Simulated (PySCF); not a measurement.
# C2H8BNSi2: the cost of one run

Computed with PySCF 2.14.0, with density-fitted response routines of our own, on a single molecule in the gas phase. Atoms count from 0, in the outputs and in this text.

**1. The molecule as given**

14 atoms, charge 0, multiplicity 1; geometry from: GFN2-xTB.

Bonds of the start (Å): B0–C1 1.56, C1–C2 1.34, C2–Si3 1.88, Si3–Si4 2.29, Si4–N5 1.75, N5–B0 1.40, B0–H6 1.18, C1–H7 1.09, C2–H8 1.09, Si3–H9 1.47, Si3–H10 1.47, Si4–H11 1.47, Si4–H12 1.47, N5–H13 1.01.

**2. TDDFT and polarisability: B3LYP/def2-SVPD**

Job settings and geometry (Å):

```
{"job": {"kind": "uv", "xc": "B3LYP", "basis": "def2-SVPD", "nstates": 8, "ntriplets": 3}, "charge": 0, "multiplicity": 1}
B     -0.001238    -1.706285     0.175180
C      1.383701    -0.991777     0.305261
C      1.677031     0.311651     0.215314
Si     0.425924     1.679020    -0.106419
Si    -1.607338     0.635874    -0.310851
N     -1.214103    -1.052589    -0.074076
H     -0.029787    -2.879448     0.296019
H      2.220696    -1.662749     0.496386
H      2.714159     0.616888     0.336842
H      0.861252     2.416023    -1.306701
H      0.512045     2.645424     1.003789
H     -2.641620     0.945431     0.693432
H     -2.286523     0.707683    -1.617672
H     -2.014878    -1.665618    -0.128669
```

Level: TDDFT B3LYP/def2-SVPD, vertical, gas phase, core orbitals frozen in the response.

Command:

```
> OMP_NUM_THREADS=1 python probes_run.py task.json out
```

This one command runs all jobs of the session in turn.

Q: Estimate the wall time and peak memory of this job on 1 thread of Arm Neoverse N1, shared host.

About 52 s, with a peak of 0.78 GiB.
